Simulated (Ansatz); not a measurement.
**SiN2H4F (SMILES N[Si](N)F) at U-revPBE/def2-SVPD**

Aim: the electronic atomisation energy of SiN2H4F at U-revPBE/def2-SVPD, from 5 runs. 

The results are computed with Ansatz 0.2.0.

37 further runs of the same task are left out: 37 set aside as unsound or not needed.

### Step 1. The molecule

SiN2H4F: 8 atoms, total charge 0, spin state doublet. As SMILES, `N[Si](N)F`. Geometry: relaxed at PBE0-D4/def2-TZVP. This is one conformer, not always the lowest.

Bond lengths: N1–Si2 1.712 Å, Si2–N3 1.701 Å, Si2–F4 1.611 Å, N1–H5 1.008 Å, N1–H6 1.008 Å, N3–H7 1.005 Å, N3–H8 1.009 Å. Angles: N1–Si2–N3 106.6°, N1–Si2–F4 103.4°, N3–Si2–F4 115.9°, Si2–N1–H5 119.3°, Si2–N1–H6 119.1°, Si2–N3–H7 121.7°, Si2–N3–H8 121.3°, H5–N1–H6 111.5°, H7–N3–H8 112.7°.

### Step 2. A single-point energy at U-revPBE/def2-SVPD

Input file molecule.yaml:

```yaml
basis:
  gaussian:
    orbitals: def2-SVPD
crystal:
  periodic: [false, false, false]
  atoms:
    - {symbol: N, position_ang: [-0.814900, 1.031500, -0.359900]}
    - {symbol: Si, position_ang: [0.517200, -0.020700, -0.581300]}
    - {symbol: N, position_ang: [0.780300, -0.793300, 0.910700]}
    - {symbol: F, position_ang: [0.045300, -0.971200, -1.794000]}
    - {symbol: H, position_ang: [-1.331700, 1.348900, -1.165000]}
    - {symbol: H, position_ang: [-0.763800, 1.744700, 0.350200]}
    - {symbol: H, position_ang: [1.648600, -1.254800, 1.120500]}
    - {symbol: H, position_ang: [0.011100, -1.142300, 1.463200]}
magnetization:
  spin_polarized: true
  initial_magnetization: 1
hamiltonian:
  xc: {name: revPBE}
accuracy: high
output: {orbitals: {seedname: orbitals}}
```

Run with:

```sh
ansatz run molecule.yaml --threads 1 --pin off --max-ram 3480MiB --events-out events.jsonl --progress --plain --runs-dir runs
```

Output:

```text
Warning: RAYON_NUM_THREADS=1 ignored (pool sized by the plan → 1); use --threads N
Functional definition: revPBE
  name "revPBE"
  parameter kappa = 1.245
  parameter beta = 0.06672455060314922
  exchange = pbe_x(kappa = kappa, mu = beta*pi^2/3)
  correlation = pbe_c(beta = beta)
2421 factors; integrals over basis functions are off by at most 3.4e-9 eV
mean field evaluation 1: about -13617.0178 eV, gradient 6.2e1 eV
mean field evaluation 2: about -13564.2694 eV, gradient 1.1e2 eV
mean field evaluation 4: about -13631.1363 eV, gradient 1.3e1 eV
mean field evaluation 8: about -13631.7678 eV, gradient 4.9e-1 eV
mean field evaluation 16: about -13631.7690 eV, gradient 8.0e-5 eV
mean field -13631.76897077 eV, -500.9582697311 hartree, gradient 2.4e-8 eV, S^2 0.751793; 0 other end points of the search recorded, 0 dependent functions left out
reference -13631.76897570 eV, -500.9582699120 hartree; 21, 20 occupied and 98, 99 virtual orbitals, 2421 factors
Total energy: -13631.76897570 eV, -500.9582699120 hartree
```

Run time: 15 s. Hardware: 1 thread of Arm Neoverse V1, shared host; peak memory 0.41 GiB.

### Step 3. The F atom

Input file job.yaml:

```yaml
crystal:
  periodic: [false, false, false]
  atoms:
    - {symbol: F, position_ang: [0.000000, 0.000000, 0.000000]}
basis:
  gaussian:
    orbitals: def2-SVPD
accuracy: high
magnetization:
  spin_polarized: true
  initial_magnetization: 1
hamiltonian:
  xc: {name: revPBE}
```

Run the same way, it converges to -99.61981 Eh (log not shown).

### Step 4. The H atom, same level

Input file input.yaml:

```yaml
crystal:
  periodic: [false, false, false]
  atoms:
    - {symbol: H, position_ang: [0.000000, 0.000000, 0.000000]}
basis:
  gaussian:
    orbitals: def2-SVPD
magnetization:
  spin_polarized: true
  initial_magnetization: 1
hamiltonian:
  xc: {name: revPBE}
accuracy: high
```

Run the same way, it converges to -0.50319 Eh (log not shown).

### Step 5. The N atom

Input file run.yaml:

```yaml
basis:
  gaussian:
    orbitals: def2-SVPD
crystal:
  periodic: [false, false, false]
  atoms:
    - {symbol: "N", position_ang: [0.000000, 0.000000, 0.000000]}
magnetization:
  spin_polarized: true
  initial_magnetization: 3
hamiltonian:
  xc: {name: revPBE}
accuracy: high
```

Run the same way, it converges to -54.52357 Eh (log not shown).

### Step 6. The Si atom, same level

Input file molecule.yaml:

```yaml
crystal:
  periodic: [false, false, false]
  atoms:
    - symbol: Si
      position_ang: [0.000000, 0.000000, 0.000000]
basis:
  gaussian:
    orbitals: def2-SVPD
magnetization:
  spin_polarized: true
  initial_magnetization: 2
hamiltonian:
  xc: {name: revPBE}
accuracy: high
```

Run with:

```sh
ansatz run molecule.yaml --threads 1 --pin off --max-ram 3480MiB --events-out events.jsonl --progress --plain --runs-dir runs
```

Output:

```text
Warning: RAYON_NUM_THREADS=1 ignored (pool sized by the plan → 1); use --threads N
Functional definition: revPBE
  name "revPBE"
  parameter kappa = 1.245
  parameter beta = 0.06672455060314922
  exchange = pbe_x(kappa = kappa, mu = beta*pi^2/3)
  correlation = pbe_c(beta = beta)
196 factors; integrals over basis functions are off by at most 2.6e-9 eV
mean field evaluation 1: about -7869.9506 eV, gradient 2.2e0 eV
mean field evaluation 2: about -7870.0141 eV, gradient 8.0e-1 eV
mean field evaluation 4: about -7870.0190 eV, gradient 2.0e-1 eV
mean field evaluation 8: about -7870.0193 eV, gradient 8.6e-5 eV
mean field evaluation 16: about -7869.8949 eV, gradient 2.9e0 eV
mean field evaluation 32: about -7870.0193 eV, gradient 1.0e-8 eV
mean field -7870.01931053 eV, -289.2178751714 hartree, gradient 1.0e-8 eV, S^2 2.004419; 1 other end points of the search recorded, 0 dependent functions left out
reference -7870.01931317 eV, -289.2178752683 hartree; 8, 6 occupied and 16, 18 virtual orbitals, 196 factors
Total energy: -7870.01931317 eV, -289.2178752683 hartree
```

Wall time 1.2 s (1 thread of Arm Neoverse V1, shared host).

### Step 7. Results

At U-revPBE/def2-SVPD:

| quantity | value |
| --- | --- |
| molecule: total energy | -500.95827 Eh |
| molecule: HOMO energy (highest over α and β) | -4.47 eV |
| molecule: LUMO energy (lowest over α and β) | -2.59 eV |
| molecule: ⟨S²⟩ | 0.752 |
| F atom: total energy | -99.61981 Eh |
| F atom: ⟨S²⟩ | 0.751 |
| H atom: total energy | -0.50319 Eh |
| H atom: ⟨S²⟩ | 0.750 |
| N atom: total energy | -54.52357 Eh |
| N atom: ⟨S²⟩ | 3.753 |
| Si atom: total energy | -289.21788 Eh |
| Si atom: ⟨S²⟩ | 2.004 |
| electronic atomisation energy | 28.862 eV |

In words: Taking the molecule apart into free atoms costs 28.86 eV (666 kcal/mol), before zero-point energy and without spin-orbit coupling.
